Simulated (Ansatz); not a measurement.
# CH5FSSi2: the cost of one run

The runs use Ansatz 0.2.0; RKS PBE0-D4/def2-SVP.

## 1. Starting geometry

SMILES `F[SiH]1[SiH2]CS1`, 10 atoms, charge 0, spin multiplicity 1.

Atoms are counted from 1 here; the program's logs count them from 0.

Bond lengths: F1–Si2 1.648 Å, Si2–Si3 2.336 Å, Si2–S5 2.167 Å, Si2–H6 1.501 Å, Si3–C4 1.925 Å, Si3–H7 1.506 Å, Si3–H8 1.507 Å, C4–S5 1.869 Å, C4–H9 1.108 Å, C4–H10 1.108 Å. Angles: F1–Si2–Si3 115.7°, F1–Si2–S5 114.1°, F1–Si2–H6 104.9°, Si3–Si2–S5 80.8°, Si3–Si2–H6 126.8°, S5–Si2–H6 113.1°, Si2–Si3–C4 83.3°, Si2–Si3–H7 111.6°, Si2–Si3–H8 123.8°, C4–Si3–H7 110.1°, C4–Si3–H8 116.4°, H7–Si3–H8 109.1°, Si3–C4–S5 100.7°, Si3–C4–H9 113.5°, Si3–C4–H10 114.8°, S5–C4–H9 109.8°, S5–C4–H10 109.0°, H9–C4–H10 108.7° and more.

Coordinates:

```xyz
10
CH5FSSi2
F    -2.7079    0.2063    0.1612
Si   -1.2291    0.6064    0.7675
Si    0.4654   -0.9641    0.4200
C     0.8803    0.1526   -1.0918
S     0.0142    1.7346   -0.6026
H    -1.5223    1.3459    2.0408
H     1.5476   -0.8503    1.4604
H     0.2121   -2.4206    0.1284
H     0.4632   -0.2234   -2.0471
H     1.9596    0.3615   -1.2339
```

## 2. Relaxation

input.yaml reads:

```yaml
crystal:
  periodic: [false, false, false]
  atoms:
    - { symbol: F, position_ang: [-2.707877, 0.20632, 0.161219] }
    - { symbol: Si, position_ang: [-1.229088, 0.606363, 0.76747] }
    - { symbol: Si, position_ang: [0.465356, -0.964086, 0.419986] }
    - { symbol: C, position_ang: [0.880272, 0.152566, -1.091798] }
    - { symbol: S, position_ang: [0.014237, 1.734646, -0.602603] }
    - { symbol: H, position_ang: [-1.52227, 1.345904, 2.040798] }
    - { symbol: H, position_ang: [1.547599, -0.850276, 1.460443] }
    - { symbol: H, position_ang: [0.212096, -2.420603, 0.128417] }
    - { symbol: H, position_ang: [0.46318, -0.223386, -2.047078] }
    - { symbol: H, position_ang: [1.959594, 0.361452, -1.233856] }
basis:
  gaussian: { orbitals: def2-SVP }
hamiltonian:
  xc: pbe0
  dispersion: d4
output:
  forces: true
relax:
  f_tol: 0.003
  max_steps: 120
```

Command:

```sh
$ ansatz run input.yaml --threads 1 --pin off --max-ram 2560MiB --backend cpu --events-out ev --progress --plain --runs-dir out
```

**Question.** How long does this run take on 1 thread of Arm Neoverse V1, shared host, and how much memory does it need?

About 66 s, with a peak of 0.24 GiB.
